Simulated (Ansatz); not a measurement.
# MoS2 with a defect (H on an S site): a single-point run

The task is a single point on MoS2 with a defect (H on an S site) that gives the gradients at the nuclei.

Program: Ansatz 0.2.0. Level of theory: DFT, PBE, plane-wave PAW, default files, scalar-relativistic. These are calculated values, not measurements.

### 1 The structure to begin with

It takes space group P3m1 (No. 156, trigonal). The conventional cell has a = 6.338 Å, b = 6.338 Å, c = 12.324 Å, α = 90.00°, β = 90.00°, γ = 120.00°. Mo (site symmetry 3m) is surrounded by 6 S at 2.41 Å. Around Mo (site symmetry m) lie 6 S at 2.41 Å. Mo (site symmetry m) has 5 S at 2.41 Å and 1 H at 2.41 Å as nearest neighbours. H (site symmetry 3m) has 3 Mo at 2.41 Å as nearest neighbours. S (site symmetry m) is surrounded by 3 Mo at 2.41 Å. Around S (site symmetry 3m) lie 3 Mo at 2.41 Å. Only part of the 12 independent sites is listed.

The input asks for a charge of +1 e on the cell.

Structure file:

```cif
data_structure
_symmetry_space_group_name_H-M 'P 1'
_symmetry_Int_Tables_number 1
_cell_length_a 6.3380
_cell_length_b 6.3380
_cell_length_c 12.3240
_cell_angle_alpha 90.000
_cell_angle_beta 90.000
_cell_angle_gamma 120.000
_cell_volume 428.73
loop_
_atom_site_label
_atom_site_type_symbol
_atom_site_fract_x
_atom_site_fract_y
_atom_site_fract_z
_atom_site_occupancy
Mo1 Mo 0.16667 0.33333 0.25000 1
Mo2 Mo 0.16667 0.83333 0.25000 1
Mo3 Mo 0.66667 0.33333 0.25000 1
Mo4 Mo 0.66667 0.83333 0.25000 1
Mo5 Mo 0.33333 0.16667 0.75000 1
Mo6 Mo 0.33333 0.66667 0.75000 1
Mo7 Mo 0.83333 0.16667 0.75000 1
Mo8 Mo 0.83333 0.66667 0.75000 1
H1 H 0.16667 0.33333 0.62300 1
S1 S 0.16667 0.83333 0.62300 1
S2 S 0.66667 0.33333 0.62300 1
S3 S 0.66667 0.83333 0.62300 1
S4 S 0.33333 0.16667 0.12300 1
S5 S 0.33333 0.66667 0.12300 1
S6 S 0.83333 0.16667 0.12300 1
S7 S 0.83333 0.66667 0.12300 1
S8 S 0.16667 0.33333 0.87700 1
S9 S 0.16667 0.83333 0.87700 1
S10 S 0.66667 0.33333 0.87700 1
S11 S 0.66667 0.83333 0.87700 1
S12 S 0.33333 0.16667 0.37700 1
S13 S 0.33333 0.66667 0.37700 1
S14 S 0.83333 0.16667 0.37700 1
S15 S 0.83333 0.66667 0.37700 1
```

### 2 Running it

input.yaml reads:

```yaml
crystal:
  lattice:
    - [6.338, 0.0, 0.0]
    - [-3.169, 5.4888690092, 0.0]
    - [0.0, 0.0, 12.324]
  atoms:
    - { symbol: Mo, position: [0.1666666666, 0.3333333334, 0.25] }
    - { symbol: Mo, position: [0.1666666666, 0.8333333334, 0.25] }
    - { symbol: Mo, position: [0.6666666666, 0.3333333334, 0.25] }
    - { symbol: Mo, position: [0.6666666666, 0.8333333334, 0.25] }
    - { symbol: Mo, position: [0.3333333334, 0.1666666666, 0.75] }
    - { symbol: Mo, position: [0.3333333334, 0.6666666666, 0.75] }
    - { symbol: Mo, position: [0.8333333334, 0.1666666666, 0.75] }
    - { symbol: Mo, position: [0.8333333334, 0.6666666666, 0.75] }
    - { symbol: H, position: [0.1666666666, 0.3333333334, 0.623] }
    - { symbol: S, position: [0.1666666666, 0.8333333334, 0.623] }
    - { symbol: S, position: [0.6666666666, 0.3333333334, 0.623] }
    - { symbol: S, position: [0.6666666666, 0.8333333334, 0.623] }
    - { symbol: S, position: [0.3333333334, 0.1666666666, 0.123] }
    - { symbol: S, position: [0.3333333334, 0.6666666666, 0.123] }
    - { symbol: S, position: [0.8333333334, 0.1666666666, 0.123] }
    - { symbol: S, position: [0.8333333334, 0.6666666666, 0.123] }
    - { symbol: S, position: [0.1666666666, 0.3333333334, 0.877] }
    - { symbol: S, position: [0.1666666666, 0.8333333334, 0.877] }
    - { symbol: S, position: [0.6666666666, 0.3333333334, 0.877] }
    - { symbol: S, position: [0.6666666666, 0.8333333334, 0.877] }
    - { symbol: S, position: [0.3333333334, 0.1666666666, 0.377] }
    - { symbol: S, position: [0.3333333334, 0.6666666666, 0.377] }
    - { symbol: S, position: [0.8333333334, 0.1666666666, 0.377] }
    - { symbol: S, position: [0.8333333334, 0.6666666666, 0.377] }
total_charge: 1
kpoints:
  mp_grid: { grid: [1, 1, 1] }
scf:
  occupations: { method: fermi_dirac, width: 0.01 }
  max_iter: 75
hamiltonian:
  xc: pbe
  pseudopotentials: { kind: paw }
output:
  forces: true
  stress: true
  populations: true
  efg:
    quadrupole_moments_barn: { Mo: -0.022, H: 0.00285783, S: -0.0694 }
    contact_densities: true
```

Command:

```sh
$ ansatz run input.yaml --threads 1 --pin off --max-ram 3072MiB --backend cpu --events-out ev --progress --plain --runs-dir out
```

Q: Will this input give a usable result? If not, why, and what should change?

The program finished normally, with warnings (gradients without spin orbit). That alone doesn't make the input a sound one.

The suspect setting: kpoints.mp_grid.grid is [1, 1, 1]. The zone is sampled at a single point, which suits only large cells or molecules.

The test: set kpoints.mp_grid.grid to [4, 4, 2].
